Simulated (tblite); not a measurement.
# C4H10B2: the cost of one run

Computed with tblite 0.8.0 and PySCF 2.14.0, with density-fitted response routines of our own, on a single molecule in the gas phase. Atoms count from 0, in the outputs and in this text.

## 1. Starting geometry

16 atoms, charge 0, multiplicity 1; geometry from: force field or distance geometry start.

Bonds of the start (Å): B0–C1 1.58, C1–C2 1.33, C2–C3 1.51, C3–B4 1.59, C3–C5 1.54, B0–H6 1.17, B0–H7 1.19, C1–H8 1.08, C2–H9 1.09, C3–H10 1.12, B4–H11 1.18, B4–H12 1.18, C5–H13 1.11, C5–H14 1.12, C5–H15 1.11.

## 2. Relaxing the molecule with GFN2-xTB

What the job is given:

```
{"job": {"kind": "relax", "xc": "GFN2-xTB", "basis": "xTB"}, "charge": 0, "multiplicity": 1}
B      2.472600     0.443800     0.363500
C      1.675400    -0.231300    -0.827500
C      0.366200    -0.489100    -0.825600
C     -0.593900    -0.142300     0.293200
B     -0.941400     1.409300     0.288600
C     -1.886300    -0.970200     0.178900
H      3.629500     0.618600     0.262900
H      1.922400     0.824600     1.345700
H      2.270900    -0.526500    -1.684200
H     -0.054600    -0.963900    -1.712700
H     -0.128700    -0.408800     1.274600
H     -0.659200     2.089200     1.204800
H     -1.463300     1.895000    -0.655000
H     -2.406600    -0.746900    -0.773500
H     -2.565200    -0.739200     1.034200
H     -1.645400    -2.053400     0.220600
```

Command:

```
$ OMP_NUM_THREADS=1 python probes_run.py task.json out
```

This one command runs all jobs of the session in turn.

Q: Estimate the wall time and peak memory of this first job on 1 thread of Arm Neoverse N1, shared host.

About 1.3 s, with a peak of 0.18 GiB.
